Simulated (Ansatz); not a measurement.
**C₇H₉Al: ionisation energy by level of theory**

The task here is to estimate one member of a computed series from the others.

Computed with Ansatz 0.2.0, Gaussian basis. Level: unrestricted cation, the program's frozen cores in correlated methods.

Plan: UKS PBE-D4/def2-TZVPP; UKS r2SCAN-D4/def2-TZVPP; UKS PBE0-D4/def2-TZVPP; UKS B3LYP-D4/def2-TZVPP; UKS wB97X-V/def2-TZVPP; UKS wB97M-V/def2-TZVPP; UKS B2PLYP/def2-TZVPP; UHF-CCSD(T)/def2-TZVPP; UHF-MP2/def2-QZVPP; extrapolation to the limit; then −ε(HOMO) from the neutral's earlier runs with LDA (SPW92), PBE-D4, revPBE-D4, BLYP-D4, r2SCAN-D4, B97M-V, PBE0-D4, B3LYP-D4, r2SCANh-D4, r2SCAN0-D4, HSE06-D4, BHLYP-D4, CAM-B3LYP-D4, LC-ωPBE, ωB97X-V, ωB97M-V.

**The geometry**

All runs share one geometry, relaxed beforehand with PBE0-D4 in a triple-zeta def2 set.

SMILES `[CH3][AlH][c]1ccccc1`, 17 atoms, charge 0, spin multiplicity 1.

Atoms are counted from 1 here; the program's logs count them from 0.

Bond lengths: C1–Al2 1.952 Å, C1–H9 1.096 Å, C1–H10 1.092 Å, C1–H11 1.095 Å, Al2–C3 1.946 Å, Al2–H12 1.593 Å, C3–C4 1.401 Å, C3–C8 1.400 Å, C4–C5 1.387 Å, C4–H13 1.087 Å, C5–C6 1.388 Å, C5–H14 1.085 Å, C6–C7 1.387 Å, C6–H15 1.084 Å, C7–C8 1.387 Å, C7–H16 1.085 Å, C8–H17 1.087 Å. Angles: Al2–C1–H9 111.0°, Al2–C1–H10 112.8°, Al2–C1–H11 111.1°, H9–C1–H10 107.6°, H9–C1–H11 106.4°, H10–C1–H11 107.7°, C1–Al2–C3 120.0°, C1–Al2–H12 122.6°, C3–Al2–H12 117.5°, Al2–C3–C4 121.7°, Al2–C3–C8 121.0°, C4–C3–C8 117.3°, C3–C4–C5 121.6°, C3–C4–H13 119.8°, C5–C4–H13 118.6°, C4–C5–C6 119.8°, C4–C5–H14 120.2°, C6–C5–H14 120.0° and more.

The first run:

in.yaml

```yaml
crystal:
  periodic: [false, false, false]
  atoms:
    - {symbol: C, position_ang: [2.844695, -0.976105, -1.289979]}
    - {symbol: Al, position_ang: [1.830013, -0.851974, 0.373460]}
    - {symbol: C, position_ang: [0.040825, -0.086174, 0.366297]}
    - {symbol: C, position_ang: [-0.553665, 0.385518, -0.811033]}
    - {symbol: C, position_ang: [-1.828553, 0.931063, -0.813141]}
    - {symbol: C, position_ang: [-2.543757, 1.017790, 0.373047]}
    - {symbol: C, position_ang: [-1.981631, 0.558968, 1.555572]}
    - {symbol: C, position_ang: [-0.705663, 0.014941, 1.546835]}
    - {symbol: H, position_ang: [3.001852, 0.015395, -1.728602]}
    - {symbol: H, position_ang: [3.825717, -1.437043, -1.154507]}
    - {symbol: H, position_ang: [2.302428, -1.562513, -2.039638]}
    - {symbol: H, position_ang: [2.406938, -1.356750, 1.769336]}
    - {symbol: H, position_ang: [-0.010555, 0.326892, -1.750636]}
    - {symbol: H, position_ang: [-2.267101, 1.289454, -1.738131]}
    - {symbol: H, position_ang: [-3.541077, 1.443798, 0.375431]}
    - {symbol: H, position_ang: [-2.539498, 0.626171, 2.483251]}
    - {symbol: H, position_ang: [-0.280971, -0.339440, 2.482409]}
basis:
  gaussian: {orbitals: def2-TZVPP}
total_charge: 1
magnetization: {spin_polarized: true, initial_magnetization: 1}
hamiltonian: {xc: pbe, dispersion: d4}
```

Among the steps run: Cation, UKS PBE-D4/def2-TZVPP; Cation, UKS r2SCAN-D4/def2-TZVPP; Cation, UKS PBE0-D4/def2-TZVPP; Cation, UKS B3LYP-D4/def2-TZVPP; Cation, UKS wB97X-V/def2-TZVPP; Cation, UKS wB97M-V/def2-TZVPP; Cation, UKS B2PLYP (frozen core)/def2-TZVPP; Cation, UHF-CCSD(T)/def2-TZVPP; Cation, UHF-MP2/def2-QZVPP.

One table of the session follows, with a row left open; its other results are not shown here.

Orbital estimates, from the neutral's runs:

| functional | −ε(HOMO) (eV) |
| --- | --- |
| LDA (SPW92) | 6.55 |
| PBE-D4 | 6.34 |
| revPBE-D4 | 6.26 |
| BLYP-D4 | 6.14 |
| r2SCAN-D4 | 6.50 |
| B97M-V | 6.46 |
| PBE0-D4 | 7.30 |
| B3LYP-D4 | 7.07 |
| r2SCANh-D4 | 6.87 |
| r2SCAN0-D4 | ? |
| HSE06-D4 | 6.90 |
| BHLYP-D4 | 8.05 |
| CAM-B3LYP-D4 | 8.50 |
| LC-ωPBE | 9.80 |
| ωB97X-V | 9.45 |
| ωB97M-V | 9.39 |

Q: Estimate the row for r2SCAN0-D4 from the others.

Worked estimate for «−ε(HOMO) (eV)». Against the share of exact exchange, r2SCAN-D4 (0, 6.50), r2SCANh-D4 (0.1, 6.87) give a slope of 3.70 per unit share; at 0.25 the line stands at 7.42.

**Answer.** −ε(HOMO) (eV): 7.42. In «−ε(HOMO) (eV)» the line misses by 0.00.
